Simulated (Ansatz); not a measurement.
Set up this calculation in Ansatz 0.2.0, as the native input.

```yaml
Task: relaxation of cell and atoms
Functional: r2SCAN
Dispersion: D4
Potentials_or_basis: Ansatz PAW
Cutoff: "500 eV (not typed: the program's choice for these potentials)"
k_mesh: 5 × 5 × 5
Occupations: fermi-dirac, width 0.05 eV
Spin: collinear spin, ferromagnetic start
Starting_moments: "[0.0, 0.0, 4.0, 1.0, 0.0, 0.0, 0.0, 0.0, 0.0, 0.0] μB"
```

The system is NaLaMnMoO6.

```
CELL_PARAMETERS angstrom
4.72242 -2.73688 0.00204
4.72242 2.73688 0.00204
-3.17796 0.00000 4.47000
ATOMIC_POSITIONS crystal
Na 0.25021 0.25021 0.74459
La 0.75117 0.75117 0.25707
Mn 0.49918 0.49918 0.49917
Mo 0.00110 0.00110 0.00114
O 0.28503 0.78106 0.28520
O 0.78106 0.28503 0.28520
O 0.25187 0.25187 0.18775
O 0.74777 0.74777 0.81124
O 0.21883 0.71407 0.71525
O 0.71407 0.21883 0.71525
```

The cell was built by a generator and needn't be a form met in nature.

These files were run (other wordings do the same):

input.yaml

```yaml
crystal:
  lattice:
    - [4.72242, -2.73688, 0.00204]
    - [4.72242, 2.73688, 0.00204]
    - [-3.17796, 0.0, 4.47]
  atoms:
    - { symbol: Na, position: [0.25021, 0.25021, 0.74459] }
    - { symbol: La, position: [0.75117, 0.75117, 0.25707] }
    - { symbol: Mn, position: [0.49918, 0.49918, 0.49917], spin: 4.0 }
    - { symbol: Mo, position: [0.0011, 0.0011, 0.00114], spin: 1.0 }
    - { symbol: O, position: [0.28503, 0.78106, 0.2852] }
    - { symbol: O, position: [0.78106, 0.28503, 0.2852] }
    - { symbol: O, position: [0.25187, 0.25187, 0.18775] }
    - { symbol: O, position: [0.74777, 0.74777, 0.81124] }
    - { symbol: O, position: [0.21883, 0.71407, 0.71525] }
    - { symbol: O, position: [0.71407, 0.21883, 0.71525] }
hamiltonian:
  xc: r2scan
  pseudopotentials: { kind: paw }
  dispersion: d4
magnetization:
  spin_polarized: true
kpoints:
  mp_grid: { grid: [5, 5, 5] }
scf:
  occupations: { method: fermi_dirac, width: 0.05 }
output:
  forces: true
  stress: true
  eigenvalues: true
relax:
  f_tol: 0.01
  max_steps: 40
  cell: { stress_tol: 0.05 }
```

Potentials or basis: Ansatz PAW.

Run with:

```bash
$ ansatz run input.yaml --threads 8 --pin off --max-ram 20480MiB --backend cpu --events-out ev --progress --plain --runs-dir out
```

Results of the run:

| Property | Result |
| --- | --- |
| Relaxed volume | 12.16 Å³/atom |
| Relaxed cell | a = 5.561 Å, b = 5.561 Å, c = 5.560 Å, α = 120.02°, β = 120.02°, γ = 60.07° |
| Space group after relaxing (to 0.05 Å) | Cm (No. 8) |
| Energy gained by relaxing | 23.1 meV/atom |
| Ionic steps | 13 |
| Pressure after relaxing | 0.0 GPa |
| Largest force after relaxing | 0.006 eV/Å |
| Band gap on the k mesh | 0.14 eV, indirect (least direct gap 0.47 eV) |
| Net moment | 4.98 μB per cell |
| Absolute moment | 5.02 μB per cell |
| Site moments | Na -0.00; La +0.01; Mn +3.93; Mo +0.16; O +0.04, +0.05, +0.03 μB |

Caveat: the magnetic or orbital state may not be the lowest; odd divisions of the mesh miss points on the zone boundary, where band edges often lie, so the gap on the mesh can be too wide; the plane-wave basis is chosen anew once the cell has moved, so the energies of steps on either side of that aren't comparable; spin-orbit coupling is left out, which moves the levels of the heavy elements; a cell with one magnetic atom can't hold antiferromagnetic order, which such compounds often take; the PAW data sets come from PBE, with cores solved anew for the run's functional, which leaves a small shift of forces and pressure; the starting moments weren't kept.

Wall time 7.4 min on 8 threads of Arm Neoverse V1, with other jobs on the host, peak memory 1.4 GiB.
